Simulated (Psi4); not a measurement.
# C2H3ClSi (SMILES ClC1=C[SiH2]1): MP2/def2-SVP

What is the energy change on altering one bond length of C2H3ClSi at MP2/def2-SVP? 

Program for the calculation: Psi4 1.11.

1 further run of the same task is left out (set aside as unsound or not needed).

### 1 The structure to begin with

C2H3ClSi: 7 atoms, total charge 0, spin state singlet. SMILES: `ClC1=C[SiH2]1`. The coordinates come from a PBE0-D4/def2-TZVP relaxation.

Bond lengths: Cl1–C2 1.700 Å, C2–C3 1.327 Å, C2–Si4 1.804 Å, C3–Si4 1.819 Å, C3–H5 1.082 Å, Si4–H6 1.482 Å, Si4–H7 1.482 Å. Some angles: Cl1–C2–C3 135.8°, Cl1–C2–Si4 155.1°, C3–C2–Si4 69.2°, C2–C3–Si4 67.9°, C2–Si4–C3 43.0°, C2–C3–H5 137.0°, Si4–C3–H5 155.1°, C2–Si4–H6 121.6°, C2–Si4–H7 121.6°, C3–Si4–H6 121.6°.

### 2 The energy at MP2/def2-SVP

The input, job.in:

```
memory 2.2 GB

molecule {
  Cl    -1.169200    -2.293300     0.411500
  C     -0.358000    -0.819900     0.163200
  C      0.836800    -0.330000     0.466700
  Si    -0.185900     0.871600    -0.438900
  H      1.727500    -0.673800     0.975600
  H     -0.837800     2.011300     0.248800
  H      0.047800     1.166200    -1.872600
  units angstrom
  symmetry c1
}

set {
  basis           def2-SVP
  puream          true
  e_convergence   1e-09
  d_convergence   1e-08
  scf_type        pk
  num_frozen_docc 12
  mp2_type        conv
}

energy("mp2")
print_variables()
```

The run is started by

```
$ psi4 -n 1 job.in job.out
```

job.out:

```text
[...]
  Running in c1 symmetry.
[...]
  Nuclear repulsion =  179.922318629891919
[...]
  Multiplicity = 1
[...]
  Nalpha       = 23
  Nbeta        = 23
[...]
    Number of basis functions: 79
[...]
   @RHF iter   1:  -825.47200862499972   -2.29827e-01   3.85000e-03 ADIIS/DIIS
[...]
   @RHF iter  12:  -825.53471411243140   -6.70752e-12   8.72543e-09 DIIS
[...]
    Orbital Energies [Eh]
    ---------------------
    Doubly Occupied:
       1A   -104.800990     2A    -68.780844     3A    -11.292413
       4A    -11.249651     5A    -10.564312     6A     -8.039456
       7A     -8.035844     8A     -8.035610     9A     -6.149966
      10A     -4.261152    11A     -4.260920    12A     -4.259492
      13A     -1.157765    14A     -1.048504    15A     -0.740572
      16A     -0.692993    17A     -0.629035    18A     -0.538010
      19A     -0.536971    20A     -0.489830    21A     -0.436430
      22A     -0.389635    23A     -0.378547
[...]
  @RHF Final Energy:  -825.53471411243140
   => Energetics <=
    Nuclear Repulsion Energy =            179.9223186298919188
    One-Electron Energy =               -1497.3761792816428624
    Two-Electron Energy =                 491.9191465393196268
    Total Energy =                       -825.5347141124314021
[...]
 Multipole Moments:
 ------------------------------------------------------------------------------------
     Multipole            Electronic (a.u.)      Nuclear  (a.u.)        Total (a.u.)
 ------------------------------------------------------------------------------------
 L = 1.  Multiply by 2.5417464519 to convert [e a0] to [Debye]
 Dipole X            :         -2.4809913            2.7853499            0.3043586
 Dipole Y            :         -5.3519443            5.8962282            0.5442839
 Dipole Z            :          1.0964714           -1.1862244           -0.0897530
 Magnitude           :                                                    0.6300276
[...]
	SCS-MP2 Total Energy (a.u.)        :  -826.01487241389168
	SOS-MP2 Total Energy (a.u.)        :  -826.01154669054608
	SCSN-MP2 Total Energy (a.u.)       :  -825.74594131726940
[...]
	SOS-PI-MP2 Total Energy (a.u.)     :  -826.04822611963175
[...]
	MP2 Total Energy (a.u.)            :  -826.02152386058322
[...]
```

Run time: 7.2 s. Hardware: 1 thread of Intel Xeon Platinum 8259CL at 2.50GHz (Skylake/Cascade Lake), shared host; peak memory 0.35 GiB.

### 3 The distorted shape at the same level

The input, c2h3clsi.json:

```json
{
  "schema_name": "qcschema_input",
  "schema_version": 1,
  "molecule": {
    "schema_name": "qcschema_molecule",
    "schema_version": 2,
    "symbols": ["Cl", "C", "C", "Si", "H", "H", "H"],
    "geometry": [-3.55595812, -3.81397944, 0.00830724, -2.02301229, -1.02965696, -0.46091176, 0.23483249, -0.10388013, 0.11262012, -1.69779042, 2.16681478, -1.59871586, 3.26450188, -1.27329746, 1.84361681, -2.92970288, 4.32053564, -0.2991512, -1.25616143, 2.72352809, -4.30801621],
    "molecular_charge": 0,
    "molecular_multiplicity": 1,
    "fix_symmetry": "c1",
    "fix_com": true,
    "fix_orientation": true
  },
  "driver": "energy",
  "model": {
    "method": "mp2",
    "basis": "def2-SVP"
  },
  "keywords": {
    "puream": true,
    "e_convergence": 1e-09,
    "d_convergence": 1e-08,
    "scf_type": "pk",
    "num_frozen_docc": 12,
    "mp2_type": "conv"
  }
}
```

The run is started by

```
$ psi4 --qcschema c2h3clsi.json -n 1 --memory 2200MB
```

stdout:

```text
[...]
  Running in c1 symmetry.
[...]
  Nuclear repulsion =  177.189739082396272
[...]
  Multiplicity = 1
[...]
  Nalpha       = 23
  Nbeta        = 23
[...]
    Number of basis functions: 79
[...]
   @RHF iter   1:  -825.30874073210316   -3.67616e-01   3.85226e-03 ADIIS/DIIS
[...]
   @RHF iter  13:  -825.38404223565101   -7.95808e-12   5.46460e-09 DIIS
[...]
    Orbital Energies [Eh]
    ---------------------
    Doubly Occupied:
       1A   -104.809942     2A    -68.797943     3A    -11.303975
       4A    -11.301265     5A    -10.573071     6A     -8.048231
       7A     -8.044489     8A     -8.044300     9A     -6.166776
      10A     -4.277770    11A     -4.277691    12A     -4.275963
      13A     -1.166305    14A     -1.056411    15A     -0.706208
      16A     -0.673872    17A     -0.568543    18A     -0.546925
      19A     -0.512135    20A     -0.498584    21A     -0.442491
      22A     -0.387002    23A     -0.357301
[...]
  @RHF Final Energy:  -825.38404223565101
   => Energetics <=
    Nuclear Repulsion Energy =            177.1897390823962724
    One-Electron Energy =               -1491.4731766322690873
    Two-Electron Energy =                 488.8993953142218061
    Total Energy =                       -825.3840422356510089
[...]
 Multipole Moments:
 ------------------------------------------------------------------------------------
     Multipole            Electronic (a.u.)      Nuclear  (a.u.)        Total (a.u.)
 ------------------------------------------------------------------------------------
 L = 1.  Multiply by 2.5417464519 to convert [e a0] to [Debye]
 Dipole X            :         95.7837407          -95.8707952           -0.0870545
 Dipole Y            :         36.1777787          -35.5326998            0.6450788
 Dipole Z            :         26.8007975          -27.0940994           -0.2933019
 Magnitude           :                                                    0.7139546
[...]
	SCS-MP2 Total Energy (a.u.)        :  -825.88544882189933
	SOS-MP2 Total Energy (a.u.)        :  -825.84430717339626
	SCSN-MP2 Total Energy (a.u.)       :  -825.60127013974750
[...]
	SOS-PI-MP2 Total Energy (a.u.)     :  -825.92101799635384
[...]
	MP2 Total Energy (a.u.)            :  -825.89102129594812
[...]
```

The result, in JSON:

```text
{
 "driver": "energy",
 "model": {
  "method": "mp2",
  "basis": "def2-SVP"
 },
 "success": true,
 "return_result": -825.8910212959481,
 "properties": {
  "calcinfo_nbasis": 79,
  "calcinfo_nmo": 79,
  "calcinfo_nalpha": 23,
  "calcinfo_nbeta": 23,
  "calcinfo_natom": 7,
  "nuclear_repulsion_energy": 177.18973908239627,
  "return_energy": -825.8910212959481,
  "scf_one_electron_energy": -1491.473176632269,
  "scf_two_electron_energy": 488.8993953142218,
  "scf_dipole_moment": [-0.08705448912886027, 0.6450788411459669, -0.29330187663823537],
  "scf_total_energy": -825.384042235651,
  "scf_iterations": 13,
  "mp2_same_spin_correlation_energy": -0.12342494550943081,
  "mp2_opposite_spin_correlation_energy": -0.38355411478770246,
  "mp2_singles_energy": 0.0,
  "mp2_doubles_energy": -0.5069790602971332,
  "mp2_correlation_energy": -0.5069790602971125,
  "mp2_total_energy": -825.8910212959481
 }
}
```

Wall time 5.7 s (1 thread of Intel Xeon Platinum 8259CL at 2.50GHz (Skylake/Cascade Lake), shared host); peak memory 0.34 GiB.

### 4 What came out

At MP2/def2-SVP, 12 core orbitals frozen:

| quantity | value |
| --- | --- |
| first shape: total energy | -826.02152 Eh |
| first shape: HOMO energy (Hartree–Fock orbitals) | -10.30 eV |
| first shape: LUMO energy (Hartree–Fock orbitals) | 3.31 eV |
| first shape: HOMO–LUMO gap (Hartree–Fock orbitals) | 13.61 eV |
| first shape: correlation energy (12 core orbitals frozen) | -486.8 mEh |
| distorted shape: total energy | -825.89102 Eh |
| distorted shape: HOMO energy (Hartree–Fock orbitals) | -9.72 eV |
| distorted shape: LUMO energy (Hartree–Fock orbitals) | 0.88 eV |
| distorted shape: HOMO–LUMO gap (Hartree–Fock orbitals) | 10.60 eV |
| distorted shape: correlation energy (12 core orbitals frozen) | -507.0 mEh |
| energy change with the C3–H5 bond stretched from 1.082 to 1.947 Å | 3.551 eV |

**Reading.** With the C3–H5 bond stretched from 1.082 to 1.947 Å the energy rises by 3.55 eV (82 kcal/mol). The first shape isn't relaxed at this level, so the change isn't measured from a minimum. A restricted reference can't describe the breaking bond well at this length.
